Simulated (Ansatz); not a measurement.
# CH4ClFSSn: small, medium and large basis sets

An exercise on one series of results from a longer session: the logs are not shown, and one member is left open.

Method: one geometry, several basis sets; program: Ansatz 0.2.0, Gaussian basis.

The runs, in order: PBE0-D4/def2-SVP; ωB97M-V/def2-SVP; PBE0-D4/def2-QZVPP; ωB97M-V/def2-QZVPP; the functionals' def2-TZVPP values are taken from earlier runs.

### Structure used throughout

The geometry comes from an earlier relaxation with PBE0-D4 in a triple-zeta def2 set; it is a stationary point, not always the lowest conformer. Sn takes the def2 core potential; no spin-orbit term is included.

SMILES `C[S][SnH]([F])[Cl]`, 9 atoms, charge 0, spin multiplicity 1.

Atoms are counted from 1 here; the program's logs count them from 0.

Bond lengths: C1–S2 1.821 Å, C1–H6 1.090 Å, C1–H7 1.089 Å, C1–H8 1.089 Å, S2–Sn3 2.357 Å, Sn3–F4 1.916 Å, Sn3–Cl5 2.316 Å, Sn3–H9 1.694 Å. Angles: S2–C1–H6 105.6°, S2–C1–H7 111.1°, S2–C1–H8 111.1°, H6–C1–H7 109.3°, H6–C1–H8 109.1°, H7–C1–H8 110.5°, C1–S2–Sn3 99.1°, S2–Sn3–F4 107.4°, S2–Sn3–Cl5 109.5°, S2–Sn3–H9 117.5°, F4–Sn3–Cl5 101.7°, F4–Sn3–H9 107.9°, Cl5–Sn3–H9 111.5°.

Geometry (Å):

```xyz
9

C     0.5545   -1.2879   -0.8293
S     1.1122   -0.6714    0.7908
Sn   -0.3505    1.1629    1.0132
F    -2.1386    0.4762    0.9793
Cl   -0.2966    2.4334   -0.9221
H     1.2071   -2.1282   -1.0644
H    -0.4758   -1.6357   -0.7820
H     0.6648   -0.5243   -1.5979
H    -0.1886    2.1287    2.3952
```

The first run:

Contents of in.yaml:

```yaml
crystal:
  periodic: [false, false, false]
  atoms:
    - {symbol: C, position_ang: [0.554535, -1.287859, -0.829346]}
    - {symbol: S, position_ang: [1.112158, -0.671387, 0.790760]}
    - {symbol: Sn, position_ang: [-0.350518, 1.162878, 1.013217]}
    - {symbol: F, position_ang: [-2.138598, 0.476158, 0.979323]}
    - {symbol: Cl, position_ang: [-0.296591, 2.433449, -0.922072]}
    - {symbol: H, position_ang: [1.207143, -2.128244, -1.064399]}
    - {symbol: H, position_ang: [-0.475797, -1.635717, -0.781972]}
    - {symbol: H, position_ang: [0.664803, -0.524332, -1.597856]}
    - {symbol: H, position_ang: [-0.188635, 2.128653, 2.395247]}
basis:
  gaussian: {orbitals: def2-SVP}
hamiltonian: {xc: pbe0, dispersion: d4}
output: {orbitals: {seedname: orbitals}}
```

Among the steps run: PBE0-D4 in def2-SVP; ωB97M-V in def2-SVP; PBE0-D4 in def2-QZVPP; ωB97M-V in def2-QZVPP.

One of the session's tables, all rows but one given; the rest of the session is left out.

It belongs to the step «Functionals by basis». 

| functional | basis | HOMO (eV) |
| --- | --- | --- |
| PBE0-D4 | def2-SVP | -7.51 |
| PBE0-D4 | def2-TZVPP | ? |
| PBE0-D4 | def2-QZVPP | -7.62 |
| ωB97M-V | def2-SVP | -9.67 |
| ωB97M-V | def2-TZVPP | -9.80 |
| ωB97M-V | def2-QZVPP | -9.83 |

**Question.** Estimate the row for PBE0-D4, def2-TZVPP.

As computed: HOMO (eV): -7.60. In the column «HOMO (eV)» it lies between PBE0-D4, def2-QZVPP (-7.62) and PBE0-D4, def2-SVP (-7.51).
